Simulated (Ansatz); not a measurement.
**BrFH₂Sn: basis-set convergence**

The task here is to estimate one member of a computed series from the others.

Computed with Ansatz 0.2.0, Gaussian basis. Level: one geometry, several basis sets.

Plan: PBE0-D4/def2-SVP; ωB97M-V/def2-SVP; PBE0-D4/def2-QZVPP; ωB97M-V/def2-QZVPP; the functionals' def2-TZVPP values are taken from earlier runs.

**The relaxed structure**

An earlier PBE0-D4 in a triple-zeta def2 set relaxation fixed the geometry. Sn takes the def2 core potential; no spin-orbit term is included.

5 atoms, charge 0, spin multiplicity 1.

Atoms are counted from 1 here; the program's logs count them from 0.

Bond lengths: F1–Sn2 1.914 Å, Sn2–Br3 2.458 Å, Sn2–H4 1.695 Å, Sn2–H5 1.695 Å. Angles: F1–Sn2–Br3 105.2°, F1–Sn2–H4 105.8°, F1–Sn2–H5 105.8°, Br3–Sn2–H4 109.5°, Br3–Sn2–H5 109.5°, H4–Sn2–H5 120.0°.

As a file:

```xyz
5

F     1.2813   -1.2803    0.4609
Sn   -0.0758    0.0376    0.1670
Br   -0.0789    0.4287   -2.2596
H    -1.5349   -0.6939    0.6249
H     0.4581    1.4344    0.9654
```

The first run:

File in.yaml:

```yaml
crystal:
  periodic: [false, false, false]
  atoms:
    - {symbol: F, position_ang: [1.281293, -1.280267, 0.460908]}
    - {symbol: Sn, position_ang: [-0.075780, 0.037551, 0.166977]}
    - {symbol: Br, position_ang: [-0.078900, 0.428681, -2.259607]}
    - {symbol: H, position_ang: [-1.534862, -0.693947, 0.624912]}
    - {symbol: H, position_ang: [0.458149, 1.434382, 0.965409]}
basis:
  gaussian: {orbitals: def2-SVP}
hamiltonian: {xc: pbe0, dispersion: d4}
output: {orbitals: {seedname: orbitals}}
```

The run is started by

```bash
> ansatz run in.yaml --threads 2 --pin off --events-out ev --progress --plain --max-ram 22528MiB --backend cpu
```

Among the steps run: PBE0-D4 in def2-SVP; ωB97M-V in def2-SVP; PBE0-D4 in def2-QZVPP; ωB97M-V in def2-QZVPP.

One table of the session follows, with a row left open; its other results are not shown here.

It belongs to the step «Density functionals: the series». 

```
functional       basis  HOMO (eV)
   PBE0-D4    def2-SVP      -8.48
   PBE0-D4  def2-TZVPP      -8.61
   PBE0-D4  def2-QZVPP      -8.63
   ωB97M-V    def2-SVP     -10.65
   ωB97M-V  def2-TZVPP          ?
   ωB97M-V  def2-QZVPP     -10.83
```

Estimate the missing values for ωB97M-V, def2-TZVPP.

The run gave: HOMO (eV): -10.82. In the column «HOMO (eV)» it lies between ωB97M-V, def2-QZVPP (-10.83) and ωB97M-V, def2-SVP (-10.65).
